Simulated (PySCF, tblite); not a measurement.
# C3H9FSSi: geometry, infrared bands and NMR shifts

Wanted: the infrared bands and NMR shifts of C3H9FSSi (`CS[C@](C)(F)[SiH3]`), by calculation.

The runs use tblite 0.8.0 and PySCF 2.14.0, with density-fitted response routines of our own; the level of theory stands in each step. All values are computed, except where a source is named. Atoms are numbered from 0 throughout.

## Step 1: The starting structure

15 atoms, charge 0, multiplicity 1; geometry from: force field or distance geometry start.

Bonds of the start (Å): C0–S1 1.82, S1–C2 1.82, C2–C3 1.52, C2–F4 1.36, C2–Si5 1.89, C0–H6 1.09, C0–H7 1.10, C0–H8 1.09, C3–H9 1.11, C3–H10 1.10, C3–H11 1.10, Si5–H12 1.50, Si5–H13 1.48, Si5–H14 1.50.

## Step 2: Optimising the geometry with GFN2-xTB

The job: settings as JSON, then the geometry in Å.

```
{"job": {"kind": "relax", "xc": "GFN2-xTB", "basis": "xTB"}, "charge": 0, "multiplicity": 1}
C      2.429100    -0.187600     0.101500
S      1.049000     0.771300     0.800600
C     -0.324400     0.081200    -0.180000
C     -0.785300    -1.246500     0.386900
F      0.113600    -0.146800    -1.446300
Si    -1.674500     1.396100    -0.277400
H      2.266300    -1.253600     0.240400
H      3.354000     0.101200     0.613300
H      2.537700     0.033400    -0.960900
H     -1.144100    -1.167900     1.433200
H      0.017600    -1.997900     0.362400
H     -1.606600    -1.677600    -0.200200
H     -2.228000     1.708500     1.084000
H     -2.814800     0.916400    -1.095300
H     -1.194100     2.677700    -0.884100
```

On the command line:

```
$ OMP_NUM_THREADS=1 python probes_run.py task.json out
```

The driver reads the jobs from task.json and runs them one after another.

**Question.** This job is followed by: GFN2-xTB harmonic vibrations, gas phase; GIAO PBE0/pcSseg-1 NMR shielding, non-relativistic, gas phase. Predict these results of the whole session: strongest single infrared mode (GFN2-xTB); zero-point energy (GFN2-xTB); ¹³C shifts against TMS (PBE0/pcSseg-1); ¹H shifts against TMS (PBE0/pcSseg-1, means over atoms taken as alike); ³³S shifts against CS2 (PBE0/pcSseg-1); ¹⁹F shifts against CFCl3 (PBE0/pcSseg-1); ²⁹Si shifts against TMS (PBE0/pcSseg-1).

The runs gave:

```
                                                              quantity                  value
                             strongest single infrared mode (GFN2-xTB)   776 cm⁻¹, 366 km/mol
                                          zero-point energy (GFN2-xTB)          67.5 kcal/mol
                                ¹³C shifts against TMS (PBE0/pcSseg-1)  102.9, 27.8, 12.5 ppm
¹H shifts against TMS (PBE0/pcSseg-1, means over atoms taken as alike)   4.05, 2.36, 1.89 ppm
                                ³³S shifts against CS2 (PBE0/pcSseg-1)                 44 ppm
                              ¹⁹F shifts against CFCl3 (PBE0/pcSseg-1)             -191.1 ppm
                               ²⁹Si shifts against TMS (PBE0/pcSseg-1)              -59.1 ppm
```

**Reading.** Relaxing lowered the energy by 0.175 eV in 84 steps; the close pair that moved most is C2–Si5, from 1.887 to 1.932 Å. All 39 modes are real, so the xTB geometry is a minimum. The strongest single mode, at 776 cm⁻¹, is spread over several atoms, H13, H14, H12 among them. Unscaled tight-binding wavenumbers are off by several per cent, some by more. Its intensities can rank the bands wrongly. At PBE0/pcSseg-1: The widest tensor belongs to S1: span 449 ppm, with a paramagnetic part of -599 ppm.
